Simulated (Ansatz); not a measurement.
What does this script print? It uses Ansatz's Python interface.

Contents of `bp.cif`:
```cif
data_BP
_cell_length_a 3.208851
_cell_length_b 3.208851
_cell_length_c 3.208851
_cell_angle_alpha 60.00000
_cell_angle_beta 60.00000
_cell_angle_gamma 60.00000
_symmetry_space_group_name_H-M 'P 1'
_symmetry_Int_Tables_number 1
loop_
_symmetry_equiv_pos_as_xyz
'x, y, z'
loop_
_atom_site_label
_atom_site_type_symbol
_atom_site_fract_x
_atom_site_fract_y
_atom_site_fract_z
B1 B    0.000000    0.000000    0.000000
P2 P    0.250000    0.250000    0.250000
```

Script `bp_ecut.py`:
```python
# -*- coding: utf-8 -*-
'''Convergence of BP with the plane-wave cutoff.'''

import ansatz as az
from ase.io import read
from tabulate import tabulate

atoms = read('bp.cif')
crystal = az.Crystal.from_ase(atoms)

calc = (
    crystal.calculation()
    .occupations(az.OccupationsMethod.FERMI_DIRAC, width=0.05)
    .functional('PBE')
    .kpoints(8, 8, 8)
    .forces()
    .stress()
)

rows = []
for value in [250, 350, 450, 550]:
    rep = calc.basis(value).run(threads=1, backend='cpu').report
    rows.append((value, rep['free_energy_ev'] / len(rep['lattice']['sites']), rep['n_iterations'], sum(rep['stress_gpa'][i][i] for i in range(3)) / 3, max(abs(f) for row in rep['forces_ev_ang'] for f in row), rep['n_pw']))

print(tabulate(rows, headers=['cutoff (eV)', 'F/atom (eV)', 'iterations', 'P (GPa)', 'max component (eV/A)', 'plane waves'], floatfmt='.4f', tablefmt='simple'))

# differences from the last row
for row in rows[:-1]:
    shift = 1000 * (row[1] - rows[-1][1])
    print(f'{row[0]}: {shift:+.2f} meV/atom' + ('  (within 2 meV)' if abs(shift) < 2 else ''))
```

```console
$ python bp_ecut.py
DeckWarning: basis.ecutwfc = 250 eV is below the records' recommended 420 eV, and the density's cutoff is lower with it unless basis.ecutrho_ratio is high enough to keep the records' density cutoff: compare with a run at a higher cutoff
DeckWarning: basis.ecutwfc = 350 eV is below the records' recommended 420 eV, and the density's cutoff is lower with it unless basis.ecutrho_ratio is high enough to keep the records' density cutoff: compare with a run at a higher cutoff
  cutoff (eV)    F/atom (eV)    iterations    P (GPa)    max component (eV/A)    plane waves
-------------  -------------  ------------  ---------  ----------------------  -------------
          250      -456.0676             6     1.4437                  0.0000            181
          350      -456.2127             6     1.1460                  0.0000            331
          450      -456.2229             6     1.1395                  0.0000            531
          550      -456.2232             6     1.1377                  0.0000            701
250: +155.63 meV/atom
350: +10.56 meV/atom
450: +0.35 meV/atom  (within 2 meV)
```
(Warnings from the package without file and line.)

From 450 eV on it stays within 2 meV an atom of the value at 550 eV; the first row (250 eV) is off by 155.6 meV and the last but one by 0.35 meV. The energy falls steadily, as expected when plane waves are added. The pressure moves from 1.44 to 1.14 GPa (the program's stress holds a Pulay correction, so it settles early).

Forces vanish by symmetry here and test nothing. Pressure is positive in compression. The starting cell is as deposited in a crystallographic database; the results hold for this polymorph, which needn't be the stable one. Shifts are counted from the last row, which is itself no proven limit. Run time: 4.3 s on 1 thread of Arm Neoverse V1, with other jobs on the host, peak memory 0.39 GiB.
